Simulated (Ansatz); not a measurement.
# C3H9Cl2GaOSi: ionisation energy by level of theory

One table from this session's results is given with a row withheld; the runs are named, their logs left out.

The runs use Ansatz 0.2.0, Gaussian basis; unrestricted cation, the program's frozen cores in correlated methods.

The runs, in order: UKS PBE-D4/def2-TZVPP; UKS r2SCAN-D4/def2-TZVPP; UKS PBE0-D4/def2-TZVPP; UKS B3LYP-D4/def2-TZVPP; UKS wB97X-V/def2-TZVPP; UKS wB97M-V/def2-TZVPP; UKS B2PLYP/def2-TZVPP; UHF-MP2/def2-TZVPP; UHF-MP2/def2-QZVPP; then −ε(HOMO) from the neutral's earlier runs with LDA (SPW92), PBE-D4, revPBE-D4, BLYP-D4, r2SCAN-D4, B97M-V, PBE0-D4, B3LYP-D4, r2SCANh-D4, r2SCAN0-D4, HSE06-D4, BHLYP-D4, CAM-B3LYP-D4, LC-ωPBE, ωB97X-V, ωB97M-V.

1 further run of the same task is left out (it didn't finish).

**Structure used throughout**

An earlier PBE0-D4 in a triple-zeta def2 set relaxation fixed the geometry.

SMILES `C[Si](C)(C)[O][Ga]([Cl])[Cl]`, 17 atoms, charge 0, spin multiplicity 1.

Atoms are counted from 1 here; the program's logs count them from 0.

Bond lengths: C1–Si2 1.862 Å, C1–H9 1.094 Å, C1–H10 1.093 Å, C1–H11 1.093 Å, Si2–C3 1.867 Å, Si2–C4 1.867 Å, Si2–O5 1.661 Å, C3–H12 1.094 Å, C3–H13 1.094 Å, C3–H14 1.093 Å, C4–H15 1.094 Å, C4–H16 1.093 Å, C4–H17 1.094 Å, O5–Ga6 1.747 Å, Ga6–Cl7 2.113 Å, Ga6–Cl8 2.125 Å. Angles: Si2–C1–H9 111.0°, Si2–C1–H10 110.9°, Si2–C1–H11 110.9°, H9–C1–H10 108.0°, H9–C1–H11 108.0°, H10–C1–H11 107.9°, C1–Si2–C3 111.0°, C1–Si2–C4 111.0°, C1–Si2–O5 106.2°, C3–Si2–C4 110.1°, C3–Si2–O5 109.1°, C4–Si2–O5 109.1°, Si2–C3–H12 111.1°, Si2–C3–H13 111.0°, Si2–C3–H14 111.1°, H12–C3–H13 107.6°, H12–C3–H14 108.1°, H13–C3–H14 107.7° and more.

Set-up of the first run:

File in.yaml:

```yaml
crystal:
  periodic: [false, false, false]
  atoms:
    - {symbol: C, position_ang: [0.690151, 1.510530, -1.460513]}
    - {symbol: Si, position_ang: [0.106718, 0.166039, -0.311354]}
    - {symbol: C, position_ang: [1.348849, -1.225224, -0.221927]}
    - {symbol: C, position_ang: [-1.558748, -0.491947, -0.840156]}
    - {symbol: O, position_ang: [-0.035241, 0.865657, 1.187994]}
    - {symbol: Ga, position_ang: [-0.510565, 0.307511, 2.773547]}
    - {symbol: Cl, position_ang: [-0.508449, 1.652138, 4.402876]}
    - {symbol: Cl, position_ang: [-1.093673, -1.710993, 3.091737]}
    - {symbol: H, position_ang: [0.810904, 1.130901, -2.478927]}
    - {symbol: H, position_ang: [-0.025826, 2.335556, -1.490099]}
    - {symbol: H, position_ang: [1.652307, 1.912231, -1.133321]}
    - {symbol: H, position_ang: [1.016832, -2.006846, 0.467252]}
    - {symbol: H, position_ang: [1.489801, -1.687770, -1.202877]}
    - {symbol: H, position_ang: [2.322717, -0.862755, 0.117948]}
    - {symbol: H, position_ang: [-1.911806, -1.268313, -0.155530]}
    - {symbol: H, position_ang: [-2.306996, 0.304757, -0.866502]}
    - {symbol: H, position_ang: [-1.505977, -0.932075, -1.839950]}
basis:
  gaussian: {orbitals: def2-TZVPP}
total_charge: 1
magnetization: {spin_polarized: true, initial_magnetization: 1}
hamiltonian: {xc: pbe, dispersion: d4}
```

Launch:

```console
ansatz run in.yaml --threads 4 --pin off --events-out ev --progress --plain --max-ram 66560MiB --backend cuda --devices 0, --max-vram 37GiB
```

Steps of the session up to this table: Cation, UKS PBE-D4/def2-TZVPP; Cation, UKS r2SCAN-D4/def2-TZVPP; Cation, UKS PBE0-D4/def2-TZVPP; Cation, UKS B3LYP-D4/def2-TZVPP; Cation, UKS wB97X-V/def2-TZVPP; Cation, UKS wB97M-V/def2-TZVPP; Cation, UKS B2PLYP (frozen core)/def2-TZVPP; Cation, UHF-MP2/def2-TZVPP; Cation, UHF-MP2/def2-QZVPP.

One table of the session follows, with a row left open; its other results are not shown here.

It belongs to the step «Ionisation energies side by side». For comparison, −ε(HOMO) of the neutral from earlier runs:

| functional | −ε(HOMO) (eV) |
| --- | --- |
| LDA (SPW92) | ? |
| PBE-D4 | 6.95 |
| revPBE-D4 | 6.89 |
| BLYP-D4 | 6.84 |
| r2SCAN-D4 | 7.26 |
| B97M-V | 7.33 |
| PBE0-D4 | 8.30 |
| B3LYP-D4 | 8.09 |
| r2SCANh-D4 | 7.76 |
| r2SCAN0-D4 | 8.51 |
| HSE06-D4 | 7.90 |
| BHLYP-D4 | 9.59 |
| CAM-B3LYP-D4 | 9.71 |
| LC-ωPBE | 11.06 |
| ωB97X-V | 10.71 |
| ωB97M-V | 10.57 |

Estimate the missing values for LDA (SPW92).

The run gave: −ε(HOMO) (eV): 7.09. In the column «−ε(HOMO) (eV)» it lies between PBE-D4 (6.95) and r2SCAN-D4 (7.26).
